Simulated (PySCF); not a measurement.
**MoOF₄: one geometry, several methods**

Aim: at the PBE0 minimum of singlet MoOF₄, found before, compare methods on energies and levels.

The runs use PySCF 2.14.0; several methods, basis Mo def2-SVP with ECP28, O def2-SVP, F def2-SVP, scalar-relativistic core potentials, no spin–orbit coupling, density fitting.

**1. Where the work starts**

6 atoms, charge 0, spin multiplicity 1.

Bond lengths: Mo1–O2 1.636 Å, Mo1–F3 1.832 Å, Mo1–F4 1.832 Å, Mo1–F5 1.832 Å, Mo1–F6 1.832 Å. Angles: O2–Mo1–F3 105.2°, O2–Mo1–F4 105.2°, O2–Mo1–F5 105.2°, O2–Mo1–F6 105.2°, F3–Mo1–F4 86.1°, F3–Mo1–F5 149.7°, F3–Mo1–F6 86.1°, F4–Mo1–F5 86.1°, F4–Mo1–F6 149.7°, F5–Mo1–F6 86.1°.

```xyz
6
charge 0 multiplicity 1
Mo    0.0000    0.0000    0.0551
O     0.0000    0.0000    1.6912
F     1.7685    0.0000   -0.4241
F     0.0000    1.7685   -0.4241
F    -1.7685    0.0000   -0.4241
F     0.0000   -1.7685   -0.4241
```

**2. Real-space pictures of the lowest minimum**

The plane holds Mo1 at (0.00, 0.00), O2 at (1.64, 0.00), F3 at (-0.48, 1.77), F5 at (-0.48, -1.77) Å. Columns run from x = -2.55 to 4.05 Å, rows from y = 4.05 (top) to -3.75 Å, in steps of 0.3 Å. Electrons inside core potentials are absent.

Density (cut at 5 e/Å³):

Ten steps from '0' (0.000 e/Å³) to '9' (5.000 e/Å³), finer at the low end (step k begins (100^(k/10) - 1)/99 of the way up):
```
00000000000000000000000
00000000000000000000000
00000000000000000000000
00000000000000000000000
00000122210000000000000
00002355431000000000000
00013689853100000000000
00024899974100000000000
00024899974210000000000
00013699964211110000000
00012467654333322100000
00002356876556653200000
00001369999778986310000
00001489559889997410000
00001489559889997410000
00001369999778986310000
00002356876556653200000
00012467654333322100000
00013699964211110000000
00024899974210000000000
00024899974100000000000
00013689853100000000000
00002355431000000000000
00000122210000000000000
00000000000000000000000
00000000000000000000000
00000000000000000000000
```

ELF (0 where the density is under 0.005 e/Å³):

Ten even steps from '0' (0.00) to '9' (0.90):
```
00000000000000000000000
00000000000000000000000
00000000000000000000000
00000112110000000000000
00002344432000000000000
00024688764100000000000
00136899985200000000000
00147981896300000000000
00147966896100000000000
00136898973001332100000
00024566311125665310000
00001113564258988531000
00000158998379899741000
00000389008475479842000
00000389008475479842000
00000158998379899741000
00001113564258988531000
00024566311125665310000
00136898973001332100000
00147966896100000000000
00147981896300000000000
00136899985200000000000
00024688764100000000000
00002344432000000000000
00000112110000000000000
00000000000000000000000
00000000000000000000000
```

Electrostatic potential (cut at 20 V):

Ten steps from '0' (-0.51 V) to '9' (20.00 V), finer at the low end (step k begins (100^(k/10) - 1)/99 of the way up):
```
22221111122222222222222
22211111112222222222222
22111100111222222222222
22110000001222222222222
22100022211223333322222
22101466532233333332222
22213799964333333332222
33235999985444333332222
33346999996554433322222
44446899987765443322222
44556799999876554322222
45567899999988875322222
55678999999999997422222
55678999999999999532222
55678999999999999532222
55678999999999997422222
45567899999988875322222
44556799999876554322222
44446899987765443322222
33346999996554433322222
33235999985444333332222
22213799964333333332222
22101466532233333332222
22100022211223333322222
22110000001222222222222
22111100111222222222222
22211111112222222222222
```

Values on the line from Mo1 (at 0) through O2 (at 1.636 Å):

| distance (Å) | density (e/Å³) | ELF | electrostatic potential (V) |
| --- | --- | --- | --- |
| 0.74 | 2.66 | 0.473 | 50.9 |
| 0.90 | 2.15 | 0.471 | 32.7 |
| 1.06 | 2.87 | 0.732 | 34.3 |
| 1.23 | 4.72 | 0.724 | 66.2 |
| 1.39 | 8.13 | 0.15 | 185 |
| 1.55 | 187 | 0.991 | 948 |
| 1.80 | 23.1 | 0.264 | 356 |
| 1.96 | 6.09 | 0.588 | 101 |
| 2.13 | 3.07 | 0.892 | 35 |
| 2.29 | 1.39 | 0.902 | 12.7 |
| 2.45 | 0.585 | 0.849 | 4.62 |
| 2.62 | 0.239 | 0.719 | 1.61 |

Making the fields ran for 13 s (2 threads of Intel Xeon at 2.50GHz (Skylake/Cascade Lake), shared host).

**3. PBE0**

One driver script runs all steps and calls PySCF; scf.py shows the equivalent input of each level. Each SCF starts from the density of the minimum. The driver also runs the species with one electron less or more at the same geometry; their logs are not shown.

The input, scf.py:

```python
from pyscf import gto, scf, dft
mol = gto.M(atom='''
Mo    -0.000000     0.000000     0.055057
O     -0.000000     0.000000     1.691173
F      1.768457    -0.000000    -0.424139
F      0.000000     1.768457    -0.424139
F     -1.768457     0.000000    -0.424139
F     -0.000000    -1.768457    -0.424139''',
    basis={'Mo': 'def2-SVP', 'O': 'def2-SVP', 'F': 'def2-SVP'},
    ecp={'Mo': 'def2-SVP'},
    charge=0, spin=0)
mf = dft.RKS(mol, xc='PBE0')
mf.grids.atom_grid = (75, 302)
aux = {'Mo': 'def2-universal-JKFIT', 'O': 'def2-universal-JKFIT', 'F': 'def2-universal-JKFIT'}
mf = mf.density_fit(auxbasis=aux)
mf.conv_tol = 1e-08
mf.diis_space = 10
mf.max_cycle = 60
mf.verbose = 4
mf.kernel()
```

The run is started by

```bash
OMP_NUM_THREADS=2 python axn.py task.json out
```

Standard output:

```text
init E= -542.155838398576
  HOMO = -0.441364241976391  LUMO = -0.187439743447221  gap/eV = 6.90964
cycle= 1 E= -542.155838398061  delta_E= 5.15e-10  |g|= 5.48e-05  |ddm|= 4.64e-05
  HOMO = -0.441358997485223  LUMO = -0.187452240890515  gap/eV = 6.90915
Extra cycle  E= -542.155838392635  delta_E= 5.43e-09  |g|= 0.000177  |ddm|= 0.000143
converged SCF energy = -542.155838392635
```

This level, with the species of one electron less or more, took 42 s.

```
energy                        : -542.155838 Eh
one electron less (charge +1) : -541.631109 Eh (doublet, ⟨S²⟩ 0.77)
one electron more (charge -1) : -542.252857 Eh (doublet, ⟨S²⟩ 0.75)
Mulliken charge of Mo1        : +1.51 e
```

**4. HF**

Changes to scf.py since step 3:

```diff
@@ -12,2 +12 @@
-mf = dft.RKS(mol, xc='PBE0')
-mf.grids.atom_grid = (75, 302)
+mf = scf.RHF(mol)
```

Standard output, cut to the lines that bear on the results:

```text
[... the frontier levels of the middle cycles are left out ...]
init E= -539.780985245249
  HOMO = -0.58829500468954  LUMO = -0.00296051448455259  gap/eV = 15.92776
cycle= 1 E= -539.820879559667  delta_E= -0.0399  |g|= 0.315  |ddm|= 0.601
  HOMO = -0.614299780005669  LUMO = -0.129869847830975  gap/eV = 13.18201
cycle= 2 E= -539.814313639166  delta_E= 0.00657  |g|= 0.358  |ddm|= 0.532
  HOMO = -0.628142700442662  LUMO = -0.0746764220650675  gap/eV = 15.06058
cycle= 3 E= -539.83856280013  delta_E= -0.0242  |g|= 0.0596  |ddm|= 0.27
cycle= 4 E= -539.839239183045  delta_E= -0.000676  |g|= 0.0188  |ddm|= 0.0437
cycle= 5 E= -539.839340738856  delta_E= -0.000102  |g|= 0.00532  |ddm|= 0.0195
cycle= 6 E= -539.839358845168  delta_E= -1.81e-05  |g|= 0.00184  |ddm|= 0.00984
cycle= 7 E= -539.839362655309  delta_E= -3.81e-06  |g|= 0.000538  |ddm|= 0.00558
cycle= 8 E= -539.839363012856  delta_E= -3.58e-07  |g|= 0.00025  |ddm|= 0.00162
cycle= 9 E= -539.839363090901  delta_E= -7.8e-08  |g|= 0.000101  |ddm|= 0.000819
cycle= 10 E= -539.839363103113  delta_E= -1.22e-08  |g|= 1.75e-05  |ddm|= 0.000418
cycle= 11 E= -539.839363103313  delta_E= -2e-10  |g|= 3.79e-06  |ddm|= 4.35e-05
  HOMO = -0.620264648970953  LUMO = -0.0713664249524975  gap/eV = 14.93628
Extra cycle  E= -539.839363103321  delta_E= -8.19e-12  |g|= 2.08e-06  |ddm|= 6.08e-06
converged SCF energy = -539.839363103321
```

This level, with the species of one electron less or more, took 19 s.

| Quantity | Value |
| --- | --- |
| energy | -539.839363 Eh |
| one electron less (charge +1) | -539.320510 Eh (doublet, ⟨S²⟩ 0.78) |
| one electron more (charge -1) | -539.992823 Eh (doublet, ⟨S²⟩ 0.77) |
| Mulliken charge of Mo1 | +2.26 e |

**5. PBE**

Changes to scf.py since step 4:

```diff
@@ -12 +12,2 @@
-mf = scf.RHF(mol)
+mf = dft.RKS(mol, xc='PBE')
+mf.grids.atom_grid = (75, 302)
```

Standard output, cut to the lines that bear on the results:

```text
[... the frontier levels of the middle cycles are left out ...]
init E= -542.248575141763
  HOMO = -0.36098034294088  LUMO = -0.22589371372376  gap/eV = 3.67589
cycle= 1 E= -542.223394940438  delta_E= 0.0252  |g|= 0.397  |ddm|= 0.414
  HOMO = -0.366087790195776  LUMO = -0.124951168730153  gap/eV = 6.56166
cycle= 2 E= -541.939106281756  delta_E= 0.284  |g|= 1.22  |ddm|= 1.09
  HOMO = -0.351784327401906  LUMO = -0.197207992083655  gap/eV = 4.20624
cycle= 3 E= -542.238033973289  delta_E= -0.299  |g|= 0.297  |ddm|= 0.865
cycle= 4 E= -542.255240792353  delta_E= -0.0172  |g|= 0.0525  |ddm|= 0.213
cycle= 5 E= -542.25552458571  delta_E= -0.000284  |g|= 0.0283  |ddm|= 0.046
cycle= 6 E= -542.255690455292  delta_E= -0.000166  |g|= 0.00285  |ddm|= 0.0186
cycle= 7 E= -542.255692106419  delta_E= -1.65e-06  |g|= 0.000536  |ddm|= 0.00183
cycle= 8 E= -542.255692161335  delta_E= -5.49e-08  |g|= 0.000125  |ddm|= 0.000342
cycle= 9 E= -542.255692164324  delta_E= -2.99e-09  |g|= 1.48e-05  |ddm|= 7.05e-05
  HOMO = -0.365020129049707  LUMO = -0.203259171446465  gap/eV = 4.40174
Extra cycle  E= -542.255692163272  delta_E= 1.05e-09  |g|= 7.53e-05  |ddm|= 5.57e-05
converged SCF energy = -542.255692163272
```

This level, with the species of one electron less or more, took 5 min.

- energy: -542.255692 Eh
- one electron less (charge +1): -541.761321 Eh (doublet, ⟨S²⟩ 0.76)
- one electron more (charge -1): -542.318255 Eh (doublet, ⟨S²⟩ 0.75)
- Mulliken charge of Mo1: +1.22 e

**6. B3LYP**

Changes to scf.py since step 5:

```diff
@@ -12 +12 @@
-mf = dft.RKS(mol, xc='PBE')
+mf = dft.RKS(mol, xc='B3LYP')
```

Standard output, cut to the lines that bear on the results:

```text
[... the frontier levels of the middle cycles are left out ...]
init E= -542.65054257186
  HOMO = -0.431319654441087  LUMO = -0.195063866712541  gap/eV = 6.42885
cycle= 1 E= -542.651163065655  delta_E= -0.00062  |g|= 0.052  |ddm|= 0.101
  HOMO = -0.42014345815916  LUMO = -0.194498394149218  gap/eV = 6.14011
cycle= 2 E= -542.64795266259  delta_E= 0.00321  |g|= 0.142  |ddm|= 0.105
  HOMO = -0.42640044551683  LUMO = -0.18968262068644  gap/eV = 6.44142
cycle= 3 E= -542.651394532593  delta_E= -0.00344  |g|= 0.0329  |ddm|= 0.0981
cycle= 4 E= -542.651592198461  delta_E= -0.000198  |g|= 0.00867  |ddm|= 0.0247
cycle= 5 E= -542.651607504984  delta_E= -1.53e-05  |g|= 0.000903  |ddm|= 0.00656
cycle= 6 E= -542.651607657479  delta_E= -1.52e-07  |g|= 0.000178  |ddm|= 0.000549
cycle= 7 E= -542.651607663473  delta_E= -5.99e-09  |g|= 1.05e-05  |ddm|= 0.000136
  HOMO = -0.427369063257007  LUMO = -0.192969860724325  gap/eV = 6.37833
Extra cycle  E= -542.651607663464  delta_E= 9.32e-12  |g|= 1.49e-05  |ddm|= 1.96e-05
converged SCF energy = -542.651607663464
```

This level, with the species of one electron less or more, ran for 37 s (2 threads of Intel Xeon at 2.50GHz (Skylake/Cascade Lake), shared host).

* energy: -542.651608 Eh
* one electron less (charge +1): -542.130286 Eh (doublet, ⟨S²⟩ 0.77)
* one electron more (charge -1): -542.743609 Eh (doublet, ⟨S²⟩ 0.75)
* Mulliken charge of Mo1: +1.43 e

**7. r2SCAN**

Changes to scf.py since step 6:

```diff
@@ -12,2 +12,2 @@
-mf = dft.RKS(mol, xc='B3LYP')
-mf.grids.atom_grid = (75, 302)
+mf = dft.RKS(mol, xc='R2SCAN')
+mf.grids.atom_grid = (90, 434)
```

Standard output, cut to the lines that bear on the results:

```text
[... the frontier levels of the middle cycles are left out ...]
init E= -542.494139617139
  HOMO = -0.389776729632194  LUMO = -0.22537968901392  gap/eV = 4.47347
cycle= 1 E= -542.492487148689  delta_E= 0.00165  |g|= 0.135  |ddm|= 0.185
  HOMO = -0.386145073338631  LUMO = -0.183924695024245  gap/eV = 5.50270
cycle= 2 E= -542.458347252138  delta_E= 0.0341  |g|= 0.429  |ddm|= 0.392
  HOMO = -0.383215533639842  LUMO = -0.209397501100209  gap/eV = 4.72983
cycle= 3 E= -542.494951616757  delta_E= -0.0366  |g|= 0.0881  |ddm|= 0.294
cycle= 4 E= -542.49643182384  delta_E= -0.00148  |g|= 0.0259  |ddm|= 0.0729
cycle= 5 E= -542.496553668183  delta_E= -0.000122  |g|= 0.00361  |ddm|= 0.0192
cycle= 6 E= -542.496556259288  delta_E= -2.59e-06  |g|= 0.000611  |ddm|= 0.00209
cycle= 7 E= -542.49655633417  delta_E= -7.49e-08  |g|= 8.62e-05  |ddm|= 0.000387
cycle= 8 E= -542.496556335779  delta_E= -1.61e-09  |g|= 4.03e-06  |ddm|= 6.79e-05
  HOMO = -0.388372912874298  LUMO = -0.212765906198321  gap/eV = 4.77851
Extra cycle  E= -542.496556335744  delta_E= 3.48e-11  |g|= 1.38e-05  |ddm|= 1.14e-05
converged SCF energy = -542.496556335744
```

This level, with the species of one electron less or more, took 95 s.

- energy: -542.496556 Eh
- one electron less (charge +1): -541.985335 Eh (doublet, ⟨S²⟩ 0.77)
- one electron more (charge -1): -542.576180 Eh (doublet, ⟨S²⟩ 0.75)
- Mulliken charge of Mo1: +1.47 e

**8. TPSSh**

Changes to scf.py since step 7:

```diff
@@ -12 +12 @@
-mf = dft.RKS(mol, xc='R2SCAN')
+mf = dft.RKS(mol, xc='TPSSH')
```

Standard output, cut to the lines that bear on the results:

```text
[... the frontier levels of the middle cycles are left out ...]
init E= -542.610525625421
  HOMO = -0.403272973794537  LUMO = -0.207041042581043  gap/eV = 5.33974
cycle= 1 E= -542.610454041257  delta_E= 7.16e-05  |g|= 0.0807  |ddm|= 0.13
  HOMO = -0.396485485239987  LUMO = -0.183169602020772  gap/eV = 5.80462
cycle= 2 E= -542.602298057076  delta_E= 0.00816  |g|= 0.216  |ddm|= 0.218
  HOMO = -0.398958133009595  LUMO = -0.196672712954111  gap/eV = 5.50447
cycle= 3 E= -542.611738177696  delta_E= -0.00944  |g|= 0.0311  |ddm|= 0.149
cycle= 4 E= -542.611836294511  delta_E= -9.81e-05  |g|= 0.0215  |ddm|= 0.0316
cycle= 5 E= -542.611926197507  delta_E= -8.99e-05  |g|= 0.00155  |ddm|= 0.0149
cycle= 6 E= -542.611926655535  delta_E= -4.58e-07  |g|= 0.000331  |ddm|= 0.000889
cycle= 7 E= -542.611926676267  delta_E= -2.07e-08  |g|= 5.17e-05  |ddm|= 0.00021
cycle= 8 E= -542.611926676817  delta_E= -5.5e-10  |g|= 2.19e-06  |ddm|= 4.19e-05
  HOMO = -0.401954024632408  LUMO = -0.198613996493137  gap/eV = 5.53316
Extra cycle  E= -542.611926676814  delta_E= 2.96e-12  |g|= 5.7e-06  |ddm|= 5.15e-06
converged SCF energy = -542.611926676814
```

This level, with the species of one electron less or more, took 77 s.

```
energy                        : -542.611927 Eh
one electron less (charge +1) : -542.101653 Eh (doublet, ⟨S²⟩ 0.77)
one electron more (charge -1) : -542.693924 Eh (doublet, ⟨S²⟩ 0.75)
Mulliken charge of Mo1        : +1.45 e
```

**9. BHandHLYP**

Changes to scf.py since step 8:

```diff
@@ -12,2 +12,2 @@
-mf = dft.RKS(mol, xc='TPSSH')
-mf.grids.atom_grid = (90, 434)
+mf = dft.RKS(mol, xc='BHANDHLYP')
+mf.grids.atom_grid = (75, 302)
```

Standard output, cut to the lines that bear on the results:

```text
[... the frontier levels of the middle cycles are left out ...]
init E= -542.269490037478
  HOMO = -0.503616884158139  LUMO = -0.136358737895449  gap/eV = 9.99360
cycle= 1 E= -542.265703472788  delta_E= 0.00379  |g|= 0.233  |ddm|= 0.275
  HOMO = -0.502707673997607  LUMO = -0.203123159200953  gap/eV = 8.15211
cycle= 2 E= -542.22657436754  delta_E= 0.0391  |g|= 0.516  |ddm|= 0.495
  HOMO = -0.514818565966499  LUMO = -0.164250319619956  gap/eV = 9.53945
cycle= 3 E= -542.275086714335  delta_E= -0.0485  |g|= 0.0751  |ddm|= 0.341
cycle= 4 E= -542.276161773913  delta_E= -0.00108  |g|= 0.0053  |ddm|= 0.0503
cycle= 5 E= -542.276167925222  delta_E= -6.15e-06  |g|= 0.00208  |ddm|= 0.00516
cycle= 6 E= -542.27616907148  delta_E= -1.15e-06  |g|= 0.000457  |ddm|= 0.00232
cycle= 7 E= -542.276169161001  delta_E= -8.95e-08  |g|= 8.07e-05  |ddm|= 0.000814
cycle= 8 E= -542.276169163006  delta_E= -2e-09  |g|= 2.46e-05  |ddm|= 0.000101
  HOMO = -0.50949952854881  LUMO = -0.162383871453347  gap/eV = 9.44550
Extra cycle  E= -542.276169162893  delta_E= 1.13e-10  |g|= 3.98e-05  |ddm|= 4.69e-05
converged SCF energy = -542.276169162893
```

This level, with the species of one electron less or more, took 30 s.

| Item | Value |
| --- | --- |
| energy | -542.276169 Eh |
| one electron less (charge +1) | -541.738352 Eh (doublet, ⟨S²⟩ 0.78) |
| one electron more (charge -1) | -542.401998 Eh (doublet, ⟨S²⟩ 0.76) |
| Mulliken charge of Mo1 | +1.74 e |

**10. r2SCAN0**

Changes to scf.py since step 9:

```diff
@@ -12,2 +12,2 @@
-mf = dft.RKS(mol, xc='BHANDHLYP')
-mf.grids.atom_grid = (75, 302)
+mf = dft.RKS(mol, xc='HYB_MGGA_XC_R2SCAN0')
+mf.grids.atom_grid = (90, 434)
```

Standard output, cut to the lines that bear on the results:

```text
[... the frontier levels of the middle cycles are left out ...]
init E= -542.328132196946
  HOMO = -0.455901488208103  LUMO = -0.185293763640377  gap/eV = 7.36361
cycle= 1 E= -542.32717564804  delta_E= 0.000957  |g|= 0.102  |ddm|= 0.148
  HOMO = -0.454018565134515  LUMO = -0.210493140326509  gap/eV = 6.62666
cycle= 2 E= -542.314797812014  delta_E= 0.0124  |g|= 0.275  |ddm|= 0.241
  HOMO = -0.458890073131249  LUMO = -0.193472497454014  gap/eV = 7.22238
cycle= 3 E= -542.328845708749  delta_E= -0.014  |g|= 0.0442  |ddm|= 0.18
cycle= 4 E= -542.329231226189  delta_E= -0.000386  |g|= 0.00158  |ddm|= 0.0293
cycle= 5 E= -542.329231789464  delta_E= -5.63e-07  |g|= 0.000432  |ddm|= 0.00187
cycle= 6 E= -542.329231837004  delta_E= -4.75e-08  |g|= 0.000105  |ddm|= 0.00047
cycle= 7 E= -542.329231839339  delta_E= -2.33e-09  |g|= 2.54e-05  |ddm|= 8.92e-05
  HOMO = -0.456561002404949  LUMO = -0.193027101598563  gap/eV = 7.17112
Extra cycle  E= -542.32923183869  delta_E= 6.49e-10  |g|= 6.35e-05  |ddm|= 5.67e-05
converged SCF energy = -542.32923183869
```

This level, with the species of one electron less or more, ran for 65 s (2 threads of Intel Xeon at 2.50GHz (Skylake/Cascade Lake), shared host).

- energy: -542.329232 Eh
- one electron less (charge +1): -541.798182 Eh (doublet, ⟨S²⟩ 0.78)
- one electron more (charge -1): -542.438313 Eh (doublet, ⟨S²⟩ 0.76)
- Mulliken charge of Mo1: +1.65 e

**11. The ladder**

| level | atomisation energy (kJ/mol) | vertical ionisation energy (eV) | vertical electron affinity (eV) | −ε(HOMO) (eV) | gap (eV) | dipole (D) | wall time |
| --- | --- | --- | --- | --- | --- | --- | --- |
| PBE0 | 2501 | 14.28 | 2.64 | 12.01 | 6.91 | 0.05 | 42 s |
| HF | 1150 | 14.12 | 4.18 | 16.88 | 14.94 | 0.28 | 19 s |
| PBE | 2836 | 13.45 | 1.70 | 9.93 | 4.40 | 0.09 | 5 min |
| B3LYP | 2593 | 14.19 | 2.50 | 11.63 | 6.38 | 0.03 | 37 s |
| r2SCAN | – | 13.91 | 2.17 | 10.57 | 4.78 | 0.04 | 95 s |
| TPSSh | 2599 | 13.89 | 2.23 | 10.94 | 5.53 | 0.04 | 77 s |
| BHandHLYP | 2217 | 14.63 | 3.42 | 13.86 | 9.45 | 0.18 | 30 s |
| r2SCAN0 | – | 14.45 | 2.97 | 12.42 | 7.17 | 0.09 | 65 s |

Times are for 2 threads of Intel Xeon at 2.50GHz (Skylake/Cascade Lake), shared host; PBE0 starts from its own converged density, so its time is not comparable. A dash stands where a species or a free atom was not run at that level, or the quantity is not defined.

Atomisation goes to high-spin atoms in their ground configurations, run at the same level, without zero-point energy.

**12. Outcome**

```
                         quantity                                value
        atomisation energy, range       1150 (HF) to 2836 (PBE) kJ/mol
vertical ionisation energy, range  13.45 (PBE) to 14.63 (BHandHLYP) eV
vertical electron affinity, range           1.70 (PBE) to 4.18 (HF) eV
               orbital gap, range          4.40 (PBE) to 14.94 (HF) eV
```

**Reading.** The atomisation energy spreads over 1687 kJ/mol, from HF to PBE; without a CCSD(T) value for it there is no yardstick here. Without diffuse functions electron affinities tend to come out too low. Whether spin polarisation would lower the closed shell was not checked.
